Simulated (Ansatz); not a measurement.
# Ge: a single-point run

The task is a single-point run on Ge. The structure is shown as the input types it.

Program: Ansatz 0.2.0. Level of theory: density functional or hybrid calculation with the settings of its input, plane waves. These are calculated values, not measurements.

5 further runs of the same task are left out: 1 for a known fault of the program, 4 that didn't finish.

## (1) Starting point

Symmetry: Fd-3m, No. 227, cubic system. The conventional cell has a = 5.674 Å, b = 5.674 Å, c = 5.674 Å, α = 90.00°, β = 90.00°, γ = 90.00°. Around Ge (site symmetry -43m) lie 4 Ge at 2.46 Å.

Coordinates:

```cif
data_structure
_symmetry_space_group_name_H-M 'P 1'
_symmetry_Int_Tables_number 1
_cell_length_a 4.0119
_cell_length_b 4.0119
_cell_length_c 4.0119
_cell_angle_alpha 60.000
_cell_angle_beta 60.000
_cell_angle_gamma 60.000
_cell_volume 45.66
loop_
_atom_site_label
_atom_site_type_symbol
_atom_site_fract_x
_atom_site_fract_y
_atom_site_fract_z
_atom_site_occupancy
Ge1 Ge 0.00000 0.00000 0.00000 1
Ge2 Ge 0.25000 0.25000 0.25000 1
```

## (2) The calculation

input.yaml reads:

```yaml
crystal:
  lattice:
    - [0.0, 2.8368735121, 2.8368735121]
    - [2.8368735121, 0.0, 2.8368735121]
    - [2.8368735121, 2.8368735121, 0.0]
  atoms:
    - { symbol: Ge, position: [0.0, 0.0, 0.0] }
    - { symbol: Ge, position: [0.25, 0.25, 0.25] }
kpoints:
  mp_grid: { grid: [6, 6, 6] }
hamiltonian:
  xc: r2scan
scf:
  occupations: { method: cold, width: 1.5 }
  n_extra_bands: 4
output:
  forces: true
  stress: true
  eigenvalues: true
```

Started as:

```bash
> ansatz run input.yaml --threads 4 --pin off --max-ram 3686MiB --backend cpu --events-out ev --progress --plain --runs-dir out
```

Q: Will this input give a usable result? If not, why, and what should change?

The program finished normally. That alone doesn't make the input a sound one.

The suspect setting: scf.occupations.width is 1.5. Occupations are smeared over electronvolts, wider than many features of the bands.

Run again and compare: set scf.occupations.width to 0.2.
